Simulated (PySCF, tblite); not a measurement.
# C8H15ClO: geometry, infrared bands, NMR shifts and electronic excitations

Wanted: the infrared bands, NMR shifts and electronic excitations of C8H15ClO (`COC[C@@H]1CCCC[C@H]1Cl`), by calculation.

The runs use tblite 0.8.0 and PySCF 2.14.0, with density-fitted response routines of our own; the level of theory stands in each step. All values are computed, except where a source is named. Atoms are numbered from 0 throughout.

**1. Starting geometry**

25 atoms, charge 0, multiplicity 1; geometry from: force field or distance geometry start.

Bonds of the start (Å): C0–O1 1.44, O1–C2 1.41, C2–C3 1.55, C3–C4 1.56, C4–C5 1.53, C5–C6 1.52, C6–C7 1.52, C7–C8 1.53, C8–Cl9 1.79, C8–C3 1.54, C0–H10 1.09, C0–H11 1.09, C0–H12 1.10, C2–H13 1.09, C2–H14 1.10, C3–H15 1.09, C4–H16 1.10, C4–H17 1.10, C5–H18 1.10, C5–H19 1.09, C6–H20 1.10, C6–H21 1.10, C7–H22 1.10, C7–H23 1.11, C8–H24 1.09.

**2. Geometry optimisation with GFN2-xTB**

The job: settings as JSON, then the geometry in Å.

```
{"job": {"kind": "relax", "xc": "GFN2-xTB", "basis": "xTB"}, "charge": 0, "multiplicity": 1}
C      3.556700    -0.643300    -0.020400
O      2.122900    -0.595400     0.018700
C      1.642700     0.726700    -0.119000
C      0.095200     0.730600    -0.118000
C     -0.416300     0.248100     1.273500
C     -1.943800     0.207800     1.326400
C     -2.514700    -0.661100     0.217800
C     -2.029100    -0.199800    -1.146500
C     -0.500700    -0.155000    -1.228100
Cl    -0.053300     0.467900    -2.846700
H      3.905700    -0.283400    -0.990100
H      3.863400    -1.681300     0.110900
H      3.971000    -0.038500     0.798900
H      2.010600     1.346400     0.701900
H      2.009900     1.169400    -1.053500
H     -0.243600     1.760700    -0.239300
H     -0.041600     0.923200     2.053600
H     -0.025600    -0.755800     1.492500
H     -2.257300    -0.173300     2.310500
H     -2.332300     1.228200     1.247500
H     -3.613400    -0.626600     0.263400
H     -2.219900    -1.705200     0.384600
H     -2.451900     0.794500    -1.348600
H     -2.435400    -0.892900    -1.915700
H     -0.110200    -1.168000    -1.165100
```

The run is started by

```console
> OMP_NUM_THREADS=1 python probes_run.py task.json out
```

This one command runs all jobs of the session in turn.

**Question.** This job is followed by: GFN2-xTB harmonic vibrations, gas phase; PBE0-D3(BJ)/def2-SVP geometry optimisation, gas phase; GIAO PBE0/pcSseg-1 NMR shielding, non-relativistic, gas phase; TDDFT B3LYP/def2-SVPD, vertical, gas phase, core orbitals frozen in the response; GIAO KT2/pcSseg-1 NMR shielding, non-relativistic, gas phase. What will the session give for the following? strongest single infrared mode (GFN2-xTB); zero-point energy (GFN2-xTB); point group; rotational constants (main isotopes); 13C shifts against TMS (PBE0/pcSseg-1); 1H shifts against TMS (PBE0/pcSseg-1, means over atoms taken as alike); 17O shifts against H2O (PBE0/pcSseg-1); 35Cl shifts against HCl (PBE0/pcSseg-1); surface potential, 1st and 99th percentile; lowest singlet (B3LYP/def2-SVPD); brightest single state of those computed; lowest triplet; vertical ionisation energy (ΔSCF); range of the shift of Cl9.

As calculated:

| quantity | value |
| --- | --- |
| strongest single infrared mode (GFN2-xTB) | 2990 cm⁻¹, 101 km/mol |
| zero-point energy (GFN2-xTB) | 136.5 kcal/mol |
| point group | C1 |
| rotational constants (main isotopes) | 1.33, 0.89, 0.60 GHz |
| 13C shifts against TMS (PBE0/pcSseg-1) | 74.0, 65.0, 59.2, 48.1, 39.5, 31.1, 28.5, 27.8 ppm |
| 1H shifts against TMS (PBE0/pcSseg-1, means over atoms taken as alike) | 3.82, 3.77, 3.30, 2.82, 2.02, 1.56, 1.54, 1.53, 1.37, 1.33, 1.13, 1.11, 0.96 ppm |
| 17O shifts against H2O (PBE0/pcSseg-1) | 14.2 ppm |
| 35Cl shifts against HCl (PBE0/pcSseg-1) | 158 ppm |
| surface potential, 1st and 99th percentile | -1.02 V and 0.65 V |
| lowest singlet (B3LYP/def2-SVPD) | 6.75 eV (184 nm), f = 0.007 |
| brightest single state of those computed | state 2, 6.81 eV, f = 0.017 |
| lowest triplet | 6.45 eV |
| vertical ionisation energy (ΔSCF) | 9.29 eV |
| range of the shift of Cl9 | 158 to 176 ppm |

The optimisation took 51 steps and gained 0.097 eV; among the close pairs (by a distance rule), C0–O1 changed most, from 1.435 to 1.402 Å (GFN2-xTB). No mode is imaginary among the 69: a minimum at this level. Unscaled tight-binding wavenumbers are off by several per cent, some by more. Its intensities can rank the bands wrongly. The optimisation took 6 steps and gained 0.182 eV; among the close pairs (by a distance rule), C2–C3 changed most, from 1.477 to 1.518 Å (PBE0/def2-SVP). C2 (sp3 CH2 bonded to O) lies farthest downfield among carbon, at 74.0 ppm; pulled downfield by the heteroatom. At PBE0/pcSseg-1: The widest tensor belongs to Cl9: span 427 ppm, with a paramagnetic part of -363 ppm. The lowest singlet, at 6.75 eV, is HOMO→LUMO 0.84 and is weak; of the 10 states computed, the strongest absorption comes from state 2 at 6.81 eV. The lowest triplet lies 0.30 eV below the lowest singlet (triplets in Tamm-Dancoff, singlets in full TDDFT). The orbital energy would give 7.27 eV for ionisation, ΔSCF gives 9.29 eV. Across the 2 runs the shift of Cl9 moves most, between 158 (PBE0/pcSseg-1) and 176 ppm (KT2/pcSseg-1).
